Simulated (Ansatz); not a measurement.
# CoCl2O2 in Ansatz: the effect of fixed moment

The system is CoCl2O2.

```
Co Cl O
1.0
     3.58087   -3.92695    0.00000
     3.58087    3.92695    0.00000
    -0.42040    0.00000    3.45761
Co Cl O
1 2 2
Direct
  0.00000 0.00000 0.00000
  0.76552 0.76552 0.42794
  0.23448 0.23448 0.57206
  0.79184 0.20816 0.00000
  0.20816 0.79184 0.00000
```

The cell comes from a database or a generator and needn't be the stable form of this composition.

Alike in all runs:

| Property | Result |
| --- | --- |
| Program | Ansatz 0.2.0 |
| Task | single point |
| Functional | PBE |
| Potentials or basis | Ansatz PAW |
| Cutoff | 420 eV (not typed: the program's choice for these potentials) |
| k mesh | 4 × 4 × 7 |
| Occupations | fermi-dirac, width 0.05 eV |

```tsv
fixed moment	spin	starting moments	energy over the lowest run (meV/atom)	pressure (GPa)	largest force (eV/Å)
0	collinear spin, program default start	-	23.5	-1.8	0.56
0.5	collinear spin, ferromagnetic start	[0.5, 0.0, 0.0, 0.0, 0.0] μB	10.8	-1.5	0.60
1	collinear spin, ferromagnetic start	[1.0, 0.0, 0.0, 0.0, 0.0] μB	0.0	-1.4	0.58
1.5	collinear spin, ferromagnetic start	[1.5, 0.0, 0.0, 0.0, 0.0] μB	25.6	-0.9	0.29
2	collinear spin, ferromagnetic start	[2.0, 0.0, 0.0, 0.0, 0.0] μB	45.9	-0.3	0.30
2.5	collinear spin, ferromagnetic start	[2.5, 0.0, 0.0, 0.0, 0.0] μB	54.9	0.5	0.81
3	collinear spin, ferromagnetic start	[3.0, 0.0, 0.0, 0.0, 0.0] μB	68.5	1.3	1.15
4	collinear spin, ferromagnetic start	[4.0, 0.0, 0.0, 0.0, 0.0] μB	?	?	?
```

Problem. What does the run with fixed moment 4 give?

Solution. Energy over the lowest run 97.8 meV/atom; pressure 3.0 GPa; largest force 2.49 eV/Å.

Worked out: The energy over the lowest run follows no smooth curve through the other rows. A parabola through the other rows of the pressure, of slope 2.5 GPa per unit of fixed moment there, extrapolates to 3.5 GPa, against the run's 3.0. The fit is too stiff a form for this range. The largest force follows no smooth curve through the other rows.

Caveats: the total moment is fixed, so each spin has its own Fermi level; the thresholds are loose for stress; a cell with one magnetic atom can't hold antiferromagnetic order, which such compounds often take (some runs); forces of over 1 eV/Å show positions far from the minimum, so gaps and moduli don't describe the material at rest (some runs).
